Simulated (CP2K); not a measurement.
# C2H4AlF (SMILES C=[CH][AlH][F]): a first try and a second

Aim: energy and forces of C2H4AlF at PM3.

The calculation is run with CP2K 2026.2.

5 further runs of the same task are left out: 4 that didn't finish, 1 set aside as unsound or not needed.

## (1) Starting point

The species is C2H4AlF (8 atoms), meant as a singlet with charge 0. SMILES: `C=[CH][AlH][F]`. Geometry: relaxed at PBE0-D4/def2-TZVP. This is one conformer, not always the lowest.

Bond lengths: C1–C2 1.336 Å, C2–Al3 1.926 Å, Al3–F4 1.652 Å, C1–H5 1.089 Å, C1–H6 1.089 Å, C2–H7 1.089 Å, Al3–H8 1.578 Å. Angles: C1–C2–Al3 117.9°, C2–Al3–F4 120.4°, C1–C2–H7 117.5°, Al3–C2–H7 124.6°, C2–C1–H5 121.9°, C2–C1–H6 123.0°, C2–Al3–H8 121.7°, F4–Al3–H8 117.9°, H5–C1–H6 115.1°.

## (2) Try one

molecule.inp reads:

```
&GLOBAL
  PROJECT molecule
  RUN_TYPE ENERGY_FORCE
  PRINT_LEVEL MEDIUM
&END

&FORCE_EVAL
  METHOD Quickstep
  &DFT
    ! Quickstep
    &QS
      METHOD DFT
      EPS_DEFAULT 1.0E-10
      &SE
        &COULOMB
          CUTOFF [angstrom] 50
          RC_RANGE [angstrom] 0
        &END
        &EXCHANGE
          CUTOFF [angstrom] 50
          RC_RANGE [angstrom] 0
        &END
      &END
    &END
    &POISSON
      PERIODIC NONE
      POISSON_SOLVER ANALYTIC
    &END
    ! self-consistent field
    &SCF
      SCF_GUESS ATOMIC
      EPS_SCF 1.0E-06
      MAX_SCF 40
      &OT
        MINIMIZER DIIS
        PRECONDITIONER FULL_ALL
      &END
      &OUTER_SCF
        EPS_SCF 1.0E-06
        MAX_SCF 8
      &END
    &END
    ! extra output
    &PRINT
      &MOMENTS
        PERIODIC F
        REFERENCE COM
        MAX_MOMENT 1
      &END
      &MO_CUBES
        NLUMO 3
        NHOMO -1
        WRITE_CUBE F
      &END
      &HIRSHFELD OFF
      &END
    &END
  &END
  &SUBSYS
    &CELL
      ABC 14.6 16.7 15
      PERIODIC NONE
    &END
    &COORD
      SCALED T
      C    0.55187671   0.58069162   0.49735667
      C    0.49576712   0.52984132   0.53910333
      Al   0.48011644   0.42475150   0.48849000
      F    0.41196575   0.35876946   0.53673000
      H    0.58803425   0.56411677   0.43659667
      H    0.56493151   0.64123054   0.52107000
      H    0.46210274   0.55085928   0.59949667
      H    0.53123973   0.39864970   0.40050333
    &END
  &END
  ! extra output
  &PRINT
    &FORCES ON
    &END
  &END
&END
```

Launch:

```bash
$ OMP_NUM_THREADS=1 cp2k.psmp molecule.inp > molecule.out
```

The log of the run:

```text
*******************************************************************************
 *   ___                                                                       *
 *  /   \                                                                      *
 * [ABORT]                                                                     *
 *  \___/                    invalid value for enumeration:DFT                 *
 *    |                                                                        *
 *  O/|                                                                        *
 * /| |                                                                        *
 * / \                                     input/input_enumeration_types.F:215 *
 *******************************************************************************

 ===== Routine Calling Stack =====

            6 val_create_parsing
            5 section_vals_parse
            4 section_vals_parse
            3 section_vals_parse
            2 section_vals_parse
            1 read_input
```

Wall time 1.2 s (1 thread of AMD EPYC 7R43 (Zen 3), shared host); peak memory 0.16 GiB.

## (3) Diagnosis

The input was rejected.

The log says `\___/                    invalid value for enumeration:DFT`. The fault: the keyword for the method is given a word that it doesn't take.

## (4) The mended input

run.inp reads:

```
&GLOBAL
   PROJECT run
   RUN_TYPE ENERGY_FORCE
   PRINT_LEVEL MEDIUM
&END GLOBAL

&FORCE_EVAL
   METHOD Quickstep
   &DFT
      CHARGE 0
      MULTIPLICITY 1
      &QS
         METHOD PM3
         EPS_DEFAULT 1.0E-10
         &SE
            &COULOMB
               CUTOFF [angstrom] 50
               RC_RANGE [angstrom] 0
            &END COULOMB
            &EXCHANGE
               CUTOFF [angstrom] 50
               RC_RANGE [angstrom] 0
            &END EXCHANGE
         &END SE
      &END QS
      &POISSON
         PERIODIC NONE
         POISSON_SOLVER ANALYTIC
      &END POISSON
      &SCF
         SCF_GUESS ATOMIC
         EPS_SCF 1.0E-06
         MAX_SCF 40
         &OT ON
            MINIMIZER DIIS
            PRECONDITIONER FULL_ALL
         &END OT
         &OUTER_SCF
            EPS_SCF 1.0E-06
            MAX_SCF 8
         &END OUTER_SCF
      &END SCF
      &PRINT
         &MOMENTS
            PERIODIC F
            REFERENCE COM
            MAX_MOMENT 1
         &END MOMENTS
         &MO_CUBES
            NLUMO 3
            NHOMO -1
            WRITE_CUBE F
         &END MO_CUBES
         &HIRSHFELD OFF
         &END HIRSHFELD
      &END PRINT
   &END DFT
   &SUBSYS
      &CELL
         ABC [angstrom] 14.6 16.7 15
         PERIODIC NONE
      &END CELL
      &COORD
         SCALED T
         C    0.55187671   0.58069162   0.49735667
         C    0.49576712   0.52984132   0.53910333
         Al   0.48011644   0.42475150   0.48849000
         F    0.41196575   0.35876946   0.53673000
         H    0.58803425   0.56411677   0.43659667
         H    0.56493151   0.64123054   0.52107000
         H    0.46210274   0.55085928   0.59949667
         H    0.53123973   0.39864970   0.40050333
      &END COORD
   &END SUBSYS
   &PRINT
      &FORCES ON
      &END FORCES
   &END PRINT
&END FORCE_EVAL
```

Launch:

```bash
$ OMP_NUM_THREADS=1 cp2k.psmp -i run.inp -o run.out
```

The log of the run:

```text
CP2K| version string:                                       CP2K version 2026.2
[...]
 GLOBAL| Method name                                                        CP2K
[...]
 GLOBAL| Run type                                                   ENERGY_FORCE
[...]
                             - Atoms:                                          8
[...]
                             - Spherical basis functions:                     20
[...]
 Number of electrons:                                                         22
[...]
     1 OT DIIS     0.15E+00    0.0     0.42592879       -24.8831055206 -2.49E+01
[...]
    11 OT DIIS     0.15E+00    0.0     0.00000035       -28.9922746255 -1.08E-10
  *** SCF run converged in    11 steps ***
  Core-core repulsion energy [eV]:                            995.40149452281173
  Core Hamiltonian energy [eV]:                             -1291.79829716557674
  Two-electron integral energy [eV]:                         -985.04622213146752
  Electronic energy [eV]:                                   -1784.32140823131044
  Total energy [eV]:                                         -788.91991370849883
  Atomic reference energy [eV]:                               787.25961813003073
  Heat of formation [kcal/mol]:                               -38.28732863585306
[...]
 SE_DIPOLE| Moment [Debye]         -0.84023712      -1.29814256       0.38247483
 SE_DIPOLE| Derivative [a.u.]       0.00000000       0.00000000       0.00000000
 *** WARNING in qs_scf_post_se.F:140 :: Printing of MO cube files not ***
 *** implemented for Semi-Empirical method.                           ***
 ENERGY| Total FORCE_EVAL ( QS ) energy [hartree]            -28.992274625480356
 FORCES| Atomic forces [hartree/bohr]
 FORCES|   Atom     x               y               z               |f|
 FORCES|      1 -1.53990267E-02 -2.89711453E-02  3.77103389E-03   3.30254142E-02
 FORCES|      2  7.11216111E-03 -7.33778874E-03 -1.44831290E-02   1.77253210E-02
 FORCES|      3  1.75656335E-02  4.57744188E-02  3.49164424E-03   4.91532347E-02
 FORCES|      4 -3.18430640E-03 -3.57271369E-03  2.27952776E-03   5.30097512E-03
 FORCES|      5 -1.49945891E-03 -9.99064275E-04  1.48908080E-03   2.33749183E-03
 FORCES|      6  1.36090419E-03  1.87351679E-04 -1.80209765E-03   2.26599135E-03
 FORCES|      7 -1.90410358E-03 -8.60354079E-03 -2.62240584E-03   9.19366830E-03
 FORCES|      8 -4.05180320E-03  3.52248230E-03  7.87634578E-03   9.53214633E-03
 FORCES| Sum    -1.73472348E-16  3.88578059E-16 -3.46944695E-16
 FORCES| Total atomic force                                       5.49050257E-16
[...]
```

It took 1.9 s on 1 thread of AMD EPYC 7R43 (Zen 3), shared host; peak memory 0.18 GiB.

## (5) What came out

Level: PM3.

```
                                 quantity           value
                             total energy    -28.99227 Eh
                            dipole moment          1.59 D
heat of formation at this unrelaxed shape  -38.3 kcal/mol
                 largest force on an atom      2.528 eV/Å
```

The largest force is 2.53 eV/Å: the shape isn't a stationary point for this species at this level.
